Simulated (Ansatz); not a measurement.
# C2H3BrSi: basis-set convergence

Aim: see how fast density functionals converge with the basis set for C2H3BrSi.

Program: Ansatz 0.2.0, Gaussian basis. Level of theory: one geometry, several basis sets. These are calculated values, not measurements.

Levels to be run: PBE0-D4/def2-SVP; ωB97M-V/def2-SVP; PBE0-D4/def2-QZVPP; ωB97M-V/def2-QZVPP; the functionals' def2-TZVPP values are taken from earlier runs.

### Step 1. Structure used throughout

An earlier PBE0-D4 in a triple-zeta def2 set relaxation fixed the geometry.

SMILES `BrC1=C[SiH2]1`, 7 atoms, charge 0, spin multiplicity 1.

Atoms are counted from 1 here; the program's logs count them from 0.

Bond lengths: Br1–C2 1.863 Å, C2–C3 1.325 Å, C2–Si4 1.804 Å, C3–Si4 1.821 Å, C3–H5 1.082 Å, Si4–H6 1.482 Å, Si4–H7 1.482 Å. Angles: Br1–C2–C3 135.4°, Br1–C2–Si4 155.3°, C3–C2–Si4 69.3°, C2–C3–Si4 67.9°, C2–C3–H5 137.4°, Si4–C3–H5 154.8°, C2–Si4–C3 42.9°, C2–Si4–H6 121.5°, C2–Si4–H7 121.5°, C3–Si4–H6 121.5°, C3–Si4–H7 121.5°, H6–Si4–H7 111.7°.

### Step 2. PBE0-D4 in def2-SVP

Input file in.yaml:

```yaml
crystal:
  periodic: [false, false, false]
  atoms:
    - {symbol: Br, position_ang: [-1.413758, -2.317015, 0.409560]}
    - {symbol: C, position_ang: [-0.407043, -0.770946, 0.148828]}
    - {symbol: C, position_ang: [0.833746, -0.395184, 0.421907]}
    - {symbol: Si, position_ang: [-0.114072, 0.919235, -0.408971]}
    - {symbol: H, position_ang: [1.711691, -0.824996, 0.885447]}
    - {symbol: H, position_ang: [-0.642801, 2.083960, 0.338669]}
    - {symbol: H, position_ang: [0.093438, 1.236945, -1.841139]}
basis:
  gaussian: {orbitals: def2-SVP}
hamiltonian: {xc: pbe0, dispersion: d4}
output: {orbitals: {seedname: orbitals}}
```

Command:

```sh
$ ansatz run in.yaml --threads 2 --pin off --events-out ev --progress --plain --max-ram 4352MiB
```

Standard output:

```text
Functional definition: PBE0
  name "PBE0"
  cite "Adamo & Barone, J. Chem. Phys. 110, 6158 (1999) doi:10.1063/1.478522"
  cite "Perdew, Burke & Ernzerhof, Phys. Rev. Lett. 77, 3865 (1996) doi:10.1103/PhysRevLett.77.3865"
  parent pbe
  parameter a = 0.25
  parameter kappa = 0.804
  parameter beta = 0.06672455060314922
  exchange = (1 - a)*pbe_x(kappa = kappa, mu = beta*pi^2/3) + a*exact_x
  correlation = pbe_c(beta = beta)
918 factors; integrals over basis functions are off by at most 1.0e-3 eV
mean field evaluation 1: about -80012.8224 eV, gradient 4.5e1 eV
mean field evaluation 2: about -80006.2906 eV, gradient 6.4e1 eV
mean field evaluation 4: about -80018.0266 eV, gradient 1.6e0 eV
mean field evaluation 8: about -80018.1203 eV, gradient 3.4e-1 eV
mean field evaluation 16: about -80018.1206 eV, gradient 3.6e-5 eV
mean field -80018.12055103 eV, -2940.6116920203 hartree, gradient 3.6e-5 eV, S^2 0.000000; 0 other end points of the search recorded, 0 dependent functions left out
reference -80018.12057645 eV, -2940.6116929543 hartree; 32, 32 occupied and 61, 61 virtual orbitals, 918 factors
Total energy: -80018.26726156 eV, -2940.6170835327 hartree
```

Wall time 1.3 s (2 threads of Arm Neoverse V2, shared host).

### Step 3. ωB97M-V in def2-SVP

in.yaml: that of step 2 with these lines changed.

```diff
@@ -12,3 +12,3 @@
   gaussian: {orbitals: def2-SVP}
-hamiltonian: {xc: pbe0, dispersion: d4}
+hamiltonian: {xc: {name: wB97M-V}}
 output: {orbitals: {seedname: orbitals}}
```

The command is unchanged.

Standard output, cut to the lines that bear on the results:

```text
Functional definition: wB97M-V
  name "wB97M-V"
  cite "Mardirossian & Head-Gordon, J. Chem. Phys. 144, 214110 (2016) doi:10.1063/1.4952647"
  cite "Becke, J. Chem. Phys. 107, 8554 (1997) doi:10.1063/1.475007"
  cite "Vydrov & Van Voorhis, J. Chem. Phys. 133, 244103 (2010) doi:10.1063/1.3521275"
  # Of w^i u^j: cxij and so on, Table III.
[...]
  gx(w, u) = 1 - cx + cx01*u + cx10*w
  gss(w, u) = css00 + css04*u^4 + css10*w + css20*w^2 + css43*w^4*u^3
  gos(w, u) = cos00 + cos10*w + (cos20 + cos21*u)*w^2 + (cos60 + cos61*u)*w^6
[...]
      + integral(e_c_pw_mod_opposite_spin*gos(b97_w_opposite, b97_u_opposite)) + vv10(b, c)
918 factors; integrals over basis functions are off by at most 1.0e-3 eV
241 factors; integrals over basis functions are off by at most 6.0e-6 eV
[...]
mean field -80026.68568319 eV, -2940.9264548215 hartree, gradient 6.8e-5 eV, S^2 0.000000; 0 other end points of the search recorded, 0 dependent functions left out
reference -80026.68572054 eV, -2940.9264561942 hartree; 32, 32 occupied and 61, 61 virtual orbitals, 918 factors
Total energy: -80026.68572054 eV, -2940.9264561942 hartree
```

Wall time 6 s (2 threads of Arm Neoverse V2, shared host).

### Step 4. PBE0-D4 in def2-QZVPP

in.yaml: that of step 3 with these lines changed.

```diff
@@ -11,4 +11,4 @@
 basis:
-  gaussian: {orbitals: def2-SVP}
-hamiltonian: {xc: {name: wB97M-V}}
+  gaussian: {orbitals: "def2-QZVPP.json"}
+hamiltonian: {xc: pbe0, dispersion: d4}
 output: {orbitals: {seedname: orbitals}}
```

The command is unchanged.

Standard output:

```text
Functional definition: PBE0
  name "PBE0"
  cite "Adamo & Barone, J. Chem. Phys. 110, 6158 (1999) doi:10.1063/1.478522"
  cite "Perdew, Burke & Ernzerhof, Phys. Rev. Lett. 77, 3865 (1996) doi:10.1103/PhysRevLett.77.3865"
  parent pbe
  parameter a = 0.25
  parameter kappa = 0.804
  parameter beta = 0.06672455060314922
  exchange = (1 - a)*pbe_x(kappa = kappa, mu = beta*pi^2/3) + a*exact_x
  correlation = pbe_c(beta = beta)
1456 factors; their error is unknown
mean field evaluation 1: about -80023.5255 eV, gradient 6.5e1 eV
mean field evaluation 2: about -80005.4160 eV, gradient 1.0e2 eV
mean field evaluation 4: about -80033.3151 eV, gradient 5.0e0 eV
mean field evaluation 8: about -80033.3614 eV, gradient 1.3e-1 eV
mean field evaluation 16: about -80033.5473 eV, gradient 9.1e-5 eV
mean field -80033.54729439 eV, -2941.1786143820 hartree, gradient 2.3e-5 eV, S^2 0.000000; 0 other end points of the search recorded, 0 dependent functions left out
reference -80033.54732999 eV, -2941.1786156904 hartree; 32, 32 occupied and 331, 331 virtual orbitals, 1456 factors
Total energy: -80033.69401510 eV, -2941.1840062688 hartree
```

Wall time 8 s (2 threads of Arm Neoverse V2, shared host); peak memory 1.2 GiB.

### Step 5. ωB97M-V in def2-QZVPP

in.yaml: that of step 4 with these lines changed.

```diff
@@ -12,3 +12,3 @@
   gaussian: {orbitals: "def2-QZVPP.json"}
-hamiltonian: {xc: pbe0, dispersion: d4}
+hamiltonian: {xc: {name: wB97M-V}}
 output: {orbitals: {seedname: orbitals}}
```

Same command.

Standard output, cut to the lines that bear on the results:

```text
Functional definition: wB97M-V
  name "wB97M-V"
  cite "Mardirossian & Head-Gordon, J. Chem. Phys. 144, 214110 (2016) doi:10.1063/1.4952647"
  cite "Becke, J. Chem. Phys. 107, 8554 (1997) doi:10.1063/1.475007"
  cite "Vydrov & Van Voorhis, J. Chem. Phys. 133, 244103 (2010) doi:10.1063/1.3521275"
  # Of w^i u^j: cxij and so on, Table III.
[...]
  gx(w, u) = 1 - cx + cx01*u + cx10*w
  gss(w, u) = css00 + css04*u^4 + css10*w + css20*w^2 + css43*w^4*u^3
  gos(w, u) = cos00 + cos10*w + (cos20 + cos21*u)*w^2 + (cos60 + cos61*u)*w^6
[...]
      + integral(e_c_pw_mod_opposite_spin*gos(b97_w_opposite, b97_u_opposite)) + vv10(b, c)
1405 factors; their error is unknown
272 factors; integrals over basis functions are off by at most 3.7e-5 eV
[...]
mean field -80042.08901533 eV, -2941.4925168367 hartree, gradient 1.2e-5 eV, S^2 0.000000; 0 other end points of the search recorded, 0 dependent functions left out
reference -80042.08907252 eV, -2941.4925189386 hartree; 32, 32 occupied and 331, 331 virtual orbitals, 1405 factors
Total energy: -80042.08907252 eV, -2941.4925189386 hartree
```

It took 20 s on 2 threads of Arm Neoverse V2, shared host; peak memory 1.2 GiB.

### Step 6. Functionals by basis

The def2-TZVPP values come from earlier runs at the same geometry.

```tsv
functional	basis	functions	energy (eV)	from the largest (eV)	HOMO (eV)	LUMO (eV)
PBE0-D4	def2-SVP	93	-80018.2673	15.427	-7.58	-0.43
PBE0-D4	def2-TZVPP	194	-80031.8830	1.811	-7.64	-0.76
PBE0-D4	def2-QZVPP	363	-80033.6940	0.000	-7.65	-0.83
ωB97M-V	def2-SVP	93	-80026.6857	15.403	-9.68	1.59
ωB97M-V	def2-TZVPP	194	-80040.3595	1.730	-9.75	1.07
ωB97M-V	def2-QZVPP	363	-80042.0891	0.000	-9.76	0.83
```

### Step 7. Summary of results

| quantity | value |
| --- | --- |
| PBE0-D4: double and triple zeta above quadruple | 15.43, 1.81 eV |
| ωB97M-V: double and triple zeta above quadruple | 15.40, 1.73 eV |

What this shows: PBE0-D4 gains 13.62 eV from double to triple zeta, then 1.81 eV more. These are total energies; as a rule much of such shifts cancels in differences, which this series doesn't test. The LUMO of ωB97M-V is positive and keeps falling with the basis (1.59 to 0.83 eV): an unbound level that the basis holds in place.

For PBE0-D4 the largest set took about 6 times as long as the smallest (8 s against 1.3 s).
